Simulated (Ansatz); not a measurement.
Working through a geometry optimisation of H₈Si₂Sn, SMILES [SiH3][SnH2][SiH3]

With Ansatz's Python interface.

Notebook, run cell by cell (the value of a cell's last expression is shown):

In [1]:
```python
import itertools

import ansatz as az
from ase.data import atomic_numbers, covalent_radii
import numpy as np
```

In [2]:
```python
geometry_ang = [
    ("Si", (-1.5631, 1.1028, -0.6724)),
    ("Sn", (-0.4495, -0.9399, 0.0969)),
    ("Si", (1.9246, -0.3914, 0.58)),
    ("H", (-2.9454, 0.8522, -0.9813)),
    ("H", (-0.95, 1.6407, -1.9171)),
    ("H", (-1.539, 2.1866, 0.3681)),
    ("H", (-1.1958, -1.5304, 1.5531)),
    ("H", (-0.4843, -2.139, -1.163)),
    ("H", (2.6081, 0.1298, -0.5839)),
    ("H", (2.0195, 0.637, 1.6664)),
    ("H", (2.6401, -1.6057, 1.0737)),
]
system = az.Crystal.molecule()
for symbol, xyz in geometry_ang:
    system = system.atom(symbol, xyz)

setup = (
    system.calculation()
    .basis(gaussian="def2-SVP")
    .correlation("mp2")
)
symbols = [site.symbol for site in system.cartesian_sites]
start = np.array([site.position_ang for site in system.cartesian_sites], dtype=float)
def progress(event):
    if event["event"] == "relax_step":
        row = event["data"]
        print(f"step {row['step']:3d}  E = {row['lagrangian_ev']:.6f} eV  max force {row['allowed_force_max_ev_ang']:.4f} eV/A")
```

In [3]:
```python
summary = setup.relax(force_tolerance=0.01).session().plan().execute(on_event=progress).report
end = np.array(summary["positions_ang"])
```
```text
step   1  E = -21659.808511 eV  max force 1.6582 eV/A
step   2  E = -21659.986731 eV  max force 0.6828 eV/A
step   3  E = -21659.992224 eV  max force 0.3663 eV/A
step   4  E = -21660.027077 eV  max force 0.0618 eV/A
step   5  E = -21660.027401 eV  max force 0.0378 eV/A
step   6  E = -21660.027604 eV  max force 0.0008 eV/A
```

In [4]:
```python
print("reference energy %16.6f eV" % summary["reference_energy_ev"])
print("total energy     %16.6f eV" % summary["free_energy_ev"])
print("occupied orbitals outside the frozen core (up, down):", summary["n_occupied"], " frozen:", summary["n_frozen"], " virtual:", summary["n_virtual"])
```
```text
reference energy    -21651.159813 eV
total energy        -21660.027604 eV
occupied orbitals outside the frozen core (up, down): [15, 15]  frozen: 14  virtual: [73, 73]
```

In [5]:
```python
radius = [covalent_radii[atomic_numbers[s]] for s in symbols]
span = lambda where, i, j: np.linalg.norm(where[i] - where[j])
bonded = [(i, j) for i, j in itertools.combinations(range(len(symbols)), 2) if min(span(start, i, j), span(end, i, j)) < 1.2 * (radius[i] + radius[j])]
print("pair        before    after (A)")
for i, j in bonded:
    print(f"{symbols[i]}{i}-{symbols[j]}{j}".ljust(10), f"{span(start, i, j):8.4f} {span(end, i, j):8.4f}")
for first, second in list(itertools.combinations(bonded, 2)):
    shared = set(first) & set(second)
    if shared and symbols[(j := shared.pop())] != "H":
        i, k = sorted((set(first) | set(second)) - {j})
        u, v = end[i] - end[j], end[k] - end[j]
        angle = np.degrees(np.arccos(np.clip(u @ v / np.linalg.norm(u) / np.linalg.norm(v), -1, 1)))
        print(f"final angle {symbols[i]}{i}-{symbols[j]}{j}-{symbols[k]}{k}: {angle:.2f} deg")

charges = summary["charge_distribution"]
dipole = np.array(charges["dipole_moment_e_ang"]) * 4.803205
print("dipole (D): {:.3f} {:.3f} {:.3f}, length {:.3f}".format(*dipole, np.linalg.norm(dipole)))
print("atom  Mulliken   Lowdin")
for symbol, m, l in zip(symbols, charges["mulliken_charges_e"], charges["lowdin_charges_e"]):
    print(f"{symbol:4s} {m:9.3f} {l:8.3f}")
```
```text
pair        before    after (A)
Si0-Sn1      2.4504   2.5795
Si0-H3       1.4384   1.4832
Si0-H4       1.4881   1.4836
Si0-H5       1.5026   1.4836
Sn1-Si2      2.4841   2.5795
Sn1-H6       1.7396   1.7067
Sn1-H7       1.7397   1.7067
Si2-H8       1.4469   1.4836
Si2-H9       1.4990   1.4836
Si2-H10      1.4934   1.4832
final angle Sn1-Si0-H3: 111.04 deg
final angle Sn1-Si0-H4: 109.71 deg
final angle Sn1-Si0-H5: 109.70 deg
final angle Si0-Sn1-Si2: 110.57 deg
final angle Si0-Sn1-H6: 109.66 deg
final angle Si0-Sn1-H7: 109.68 deg
final angle H3-Si0-H4: 108.86 deg
final angle H3-Si0-H5: 108.85 deg
final angle H4-Si0-H5: 108.64 deg
final angle Si2-Sn1-H6: 109.64 deg
final angle Si2-Sn1-H7: 109.69 deg
final angle Sn1-Si2-H8: 109.73 deg
final angle Sn1-Si2-H9: 109.69 deg
final angle Sn1-Si2-H10: 111.03 deg
final angle H6-Sn1-H7: 107.56 deg
final angle H8-Si2-H9: 108.64 deg
final angle H8-Si2-H10: 108.85 deg
final angle H9-Si2-H10: 108.86 deg
dipole (D): 0.023 0.049 -0.006, length 0.054
atom  Mulliken   Lowdin
Si       0.265    0.252
Sn       0.246    0.136
Si       0.265    0.252
H       -0.092   -0.077
H       -0.095   -0.077
H       -0.095   -0.077
H       -0.106   -0.090
H       -0.106   -0.090
H       -0.095   -0.077
H       -0.095   -0.077
H       -0.092   -0.077
```

Reading the output:
- These settings explore the input space; basis and method may be short of convergence.
- The end point is the stationary point reached from this start; no frequency run checks that it is a minimum, and the basis set is modest.
- def2 sets replace the cores of elements past krypton by effective core potentials.
- The Löwdin charges here are taken after orthogonalising the functions within each atom; they differ from plain Löwdin charges, and their signs can be unphysical.
- It ran for 19 s on 1 thread of AMD EPYC 9R45 96-Core Processor (Zen 5), on a shared host, peak memory 0.34 GiB.

(Lines on the test bed's own set-up are left out of the output.)
